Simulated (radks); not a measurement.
# Polarisabilities and dispersion coefficients of B, N²⁺, F and others

Aim: static dipole polarisabilities and C6 coefficients, each species in its NIST ground configuration. After each ground state the linear response is solved; its values go to the run's result record, not to the log. Response by self-consistent Sternheimer equations with the Hartree and adiabatic LDA kernel.

The numbers are computed with radks (a radial shooting solver on a logarithmic mesh, Libxc functionals) version 1 (non-relativistic Kohn-Sham, LDA (Slater exchange, Perdew-Wang correlation), spin-polarised, spherical densities, point nucleus; open shells are filled with parallel spins first), except any that are marked as measured or tabulated.

### Step 1. The system

| Item | Value |
| --- | --- |
| species | B ([He] 2s2 2p1), N²⁺ ([He] 2s2 2p1), F ([He] 2s2 2p5), Sr⁺ ([Kr] 5s1), Se ([Ar] 3d10 4s2 4p4), Ne ([Ne]), Zr ([Kr] 4d2 5s2), As ([Ar] 3d10 4s2 4p3), Ti ([Ar] 3d2 4s2) |

### Step 2. B, [He] 2s2 2p1

The run's settings:

```text
Z 5
configuration [He] 2s2 2p1
relativity non-relativistic
functional lda,pw
spin polarised
nucleus point
response adiabatic LDA kernel
```

### Step 3. N²⁺, [He] 2s2 2p1

Settings, as their differences from step 2:

```diff
@@ -1,2 +1,2 @@
-Z 5
+Z 7
 configuration [He] 2s2 2p1
```

### Step 4. F, [He] 2s2 2p5

The run's settings:

```text
Z 9
configuration [He] 2s2 2p5
relativity non-relativistic
functional lda,pw
spin polarised
nucleus point
response adiabatic LDA kernel
```

### Step 5. Sr⁺, [Kr] 5s1

The run's settings:

```text
Z 38
configuration [Kr] 5s1
relativity non-relativistic
functional lda,pw
spin polarised
nucleus point
response adiabatic LDA kernel
```

### Step 6. Se, [Ar] 3d10 4s2 4p4

The run's settings:

```text
Z 34
configuration [Ar] 3d10 4s2 4p4
relativity non-relativistic
functional lda,pw
spin polarised
nucleus point
response adiabatic LDA kernel
```

### Step 7. Ne, [Ne]

The run's settings:

```text
Z 10
configuration [Ne]
relativity non-relativistic
functional lda,pw
spin polarised
nucleus point
response adiabatic LDA kernel
```

### Step 8. Zr, [Kr] 4d2 5s2

Settings, as their differences from step 7:

```diff
@@ -1,3 +1,3 @@
-Z 10
-configuration [Ne]
+Z 40
+configuration [Kr] 4d2 5s2
 relativity non-relativistic
```

### Step 9. As, [Ar] 3d10 4s2 4p3

The run's settings:

```text
Z 33
configuration [Ar] 3d10 4s2 4p3
relativity non-relativistic
functional lda,pw
spin polarised
nucleus point
response adiabatic LDA kernel
```

### Step 10. Ti, [Ar] 3d2 4s2

The run's settings:

```text
Z 22
configuration [Ar] 3d2 4s2
relativity non-relativistic
functional lda,pw
spin polarised
nucleus point
response adiabatic LDA kernel
```

Q: Predict the outcome of this session. Wanted: for each run, species; −ε(HOMO); α; α uncoupled; C6; C8; recommended α.

**Answer**, as computed:

```csv
species,−ε(HOMO) (eV),α (bohr³),α uncoupled (bohr³),C6 (hartree bohr⁶),C8 (hartree bohr⁸),recommended α (bohr³)
B,4.098,23.96,35.68,117.7,-,20.5
N²⁺,38.620,2.582,4.289,3.649,-,-
F,10.446,4.207,4.892,11.36,-,3.74
Sr⁺,8.733,87.65,112.0,735.7,61225,-
Se,5.936,27.53,41.14,230.3,-,28.9
Ne,13.547,3.052,3.483,7.396,114.8,2.6611
Zr,4.097,119.6,244.4,1645,-,112
As,5.989,33.19,48.38,283.1,-,30
Ti,4.268,97.84,186.9,1107,-,87
```

In words: Uncoupled leaves out the potential induced by the response; C6 and C8 are for like pairs. Zr is the most polarisable and N²⁺ the least, a factor 46.3 apart. For the pair Zr–N²⁺ the Casimir-Polder integral gives C6 = 62.24, the rule 2·Ca·Cb/(Ca·αb/αa + Cb·αa/αb) on the like-pair values 58.70. Against the recommended values (Schwerdtfeger and Nagle, 2023 table) the misses are B +17 %, F +12 %, Se -5 %, Ne +15 %, Zr +7 %, As +11 %, Ti +12 %. C8 is given only where no p, d or f shell is open. For heavy and open-shell atoms this level can miss by tens of per cent.
